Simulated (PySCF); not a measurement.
# O4Os: the cost of one run

Programs: PySCF 2.14.0, with routines of our own; each step states its level. All values are computed. Atoms count from 0.

## 1. The system as given

5 atoms, charge 0, multiplicity 1; geometry from: GFN2-xTB.

## 2. Optimising the geometry at PBE0-D3(BJ)/def2-SVP

What the job is given:

```
{"job": {"xc": "PBE0", "basis": "def2-SVP", "d3": "d3bj", "grid": 1, "maxiter": 30, "shake": 0.01, "kind": "geom"}, "charge": 0, "multiplicity": 1}
O      0.530080    -1.144090     1.055670
Os    -0.003990    -0.004010    -0.005610
O     -0.742770     1.205430     0.788550
O      1.303150     0.584820    -0.829050
O     -1.052900    -0.676130    -1.047460
```

Started as:

```sh
> OMP_NUM_THREADS=1 python heavy_run.py task.json out
```

One launch serves the whole session: the jobs run in the order shown.

**Question.** How long does this first job take on 1 thread of Arm Neoverse V1, shared host, and how much memory does it need?

About 20 s, with a peak of 0.37 GiB.
